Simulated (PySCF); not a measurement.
# The bond of SnHg, level by level

One job finds the state of SnHg, follows it along the bond with each method and fits the curves.

Method: Sn def2-SVP with ECP28, Hg def2-SVP with ECP60, scalar-relativistic core potentials; program: PySCF 2.14.0.

### Step 1. Input

Settings of the job:

```json
{
 "atoms": "Sn, Hg",
 "charge": "0",
 "basis": "Sn def2-SVP with ECP28, Hg def2-SVP with ECP60",
 "Hamiltonian": "scalar-relativistic core potentials",
 "basis functions": "58",
 "electrons treated": "42",
 "masses in u": "119.9022, 201.9706",
 "levels": "PBE0, PBE, r²SCAN, r²SCAN0, PBEsol, revPBE, CAM-B3LYP, HF, MP2, SCS-MP2",
 "grid": "80 radial by 434 angular points",
 "occupations": "held fixed by the projection of orbital angular momentum",
 "dissociation limit": "Sn + Hg, each in its ground configuration",
 "starting distance in angstrom": "2.725",
 "values of 2S to try": "0, 2"
}
```

Launch:

```console
OMP_NUM_THREADS=1 python dia.py task.json out
```

Further steps of the session: First curve: PBE0; Excited determinants; PBE; r²SCAN; r²SCAN0 (hybrid meta-GGA); PBEsol; revPBE (GGA); CAM-B3LYP (range-separated hybrid); UHF.

Before running it: what results should come out? Wanted: for each run, Re; ωe; De; μ.

**Answer**, as computed:

Lowest PBE0 solution found, without spin–orbit coupling: ³Σ⁻ (triplet), unpaired electrons π ↑↑. State 2 has its PBE0 minimum 0.27 eV higher, as a spin-mixed determinant (⟨S²⟩ = 1.01), so this is no gap between pure states. State 3 has its PBE0 minimum 0.35 eV higher. State 4 has its PBE0 minimum 0.62 eV higher, as a spin-mixed determinant (⟨S²⟩ = 1.01), so this is no gap between pure states. The other levels ran on the lowest alone.

| level | Re (Å) | ωe (cm⁻¹) | De (eV) | μ (D) |
| --- | --- | --- | --- | --- |
| UHF | 3.429 | 30.4 | 0.043 | 1.29 |
| UHF-MP2 | 2.938 | 83.0 | 0.328 | n/a |
| UHF-SCS-MP2 | 3.035 | 67.1 | 0.220 | n/a |
| PBE | 2.884 | 97.6 | 0.446 | 1.25 |
| PBEsol | 2.810 | 112.0 | 0.59 | 1.24 |
| revPBE | 2.941 | 86.7 | 0.305 | 1.32 |
| r²SCAN | 2.845 | 102.7 | 0.487 | 1.57 |
| PBE0 | 2.894 | 93.8 | 0.396 | 1.52 |
| r²SCAN0 | 2.868 | 96.4 | 0.422 | 1.67 |
| CAM-B3LYP | 2.957 | 79.6 | 0.268 | 1.35 |

De is counted to Sn + Hg in their ground configurations. A positive dipole means Sn(−)Hg(+).

In words: Bond lengths run from 2.810 Å (PBEsol) to 3.429 Å (UHF). Among the levels with a De in the table, it runs from 0.043 eV (UHF) to 0.59 eV (PBEsol).

Correlated steps freeze 4 core orbitals. Spin–orbit coupling is left out, which matters for elements this heavy, above all for dissociation energies. With spin–orbit coupling the term label itself may not hold.
